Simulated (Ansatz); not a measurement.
**CH₄BBrSi: how energies converge with the basis set**

How large a basis does CH₄BBrSi need? Two functionals are run in growing sets.

Computed with Ansatz 0.2.0, Gaussian basis. Level: one geometry, several basis sets.

The runs, in order: PBE0-D4/def2-SVP; ωB97M-V/def2-SVP; PBE0-D4/def2-QZVPP; ωB97M-V/def2-QZVPP; the functionals' def2-TZVPP values are taken from earlier runs.

### 1 The relaxed structure

The geometry comes from an earlier relaxation with PBE0-D4 in a triple-zeta def2 set; it is a stationary point, not always the lowest conformer.

8 atoms, charge 0, spin multiplicity 1.

Atoms are counted from 1 here; the program's logs count them from 0.

Bond lengths: Br1–C2 1.913 Å, C2–B3 1.472 Å, C2–Si4 2.075 Å, C2–H5 1.089 Å, B3–Si4 1.907 Å, B3–H6 1.185 Å, Si4–H7 1.486 Å, Si4–H8 1.479 Å. Angles: Br1–C2–B3 125.0°, Br1–C2–Si4 141.0°, Br1–C2–H5 108.2°, B3–C2–Si4 62.3°, B3–C2–H5 124.8°, Si4–C2–H5 86.5°, C2–B3–Si4 74.5°, C2–B3–H6 132.4°, Si4–B3–H6 134.9°, C2–Si4–B3 43.1°, C2–Si4–H7 127.4°, C2–Si4–H8 100.0°, B3–Si4–H7 121.8°, B3–Si4–H8 127.3°, H7–Si4–H8 110.5°.

### 2 PBE0-D4 in def2-SVP

Contents of in.yaml:

```yaml
crystal:
  periodic: [false, false, false]
  atoms:
    - {symbol: Br, position_ang: [-2.210322, 1.174346, -0.816573]}
    - {symbol: C, position_ang: [-0.900978, 0.023713, -0.028594]}
    - {symbol: B, position_ang: [-0.033852, 0.384170, 1.105216]}
    - {symbol: Si, position_ang: [1.112306, -0.457760, -0.164862]}
    - {symbol: H, position_ang: [-1.097726, -0.994397, -0.362198]}
    - {symbol: H, position_ang: [0.035760, 1.356045, 1.779845]}
    - {symbol: H, position_ang: [2.174495, 0.295105, -0.881418]}
    - {symbol: H, position_ang: [1.012318, -1.838322, -0.687215]}
basis:
  gaussian: {orbitals: def2-SVP}
hamiltonian: {xc: pbe0, dispersion: d4}
output: {orbitals: {seedname: orbitals}}
```

Started as:

```
ansatz run in.yaml --threads 2 --pin off --events-out ev --progress --plain --max-ram 4352MiB
```

Further steps of the session: ωB97M-V in def2-SVP; PBE0-D4 in def2-QZVPP; ωB97M-V in def2-QZVPP.

Q: Predict the results of all the runs planned. Wanted: PBE0-D4: double and triple zeta above quadruple; ωB97M-V: double and triple zeta above quadruple.

As calculated:

| quantity | value |
| --- | --- |
| PBE0-D4: double and triple zeta above quadruple | 14.98, 1.80 eV |
| ωB97M-V: double and triple zeta above quadruple | 14.98, 1.72 eV |

**Reading.** For PBE0-D4 the step from double to triple zeta gains 13.18 eV and the next only 1.80 eV. These are total energies; as a rule much of such shifts cancels in differences, which this series doesn't test.
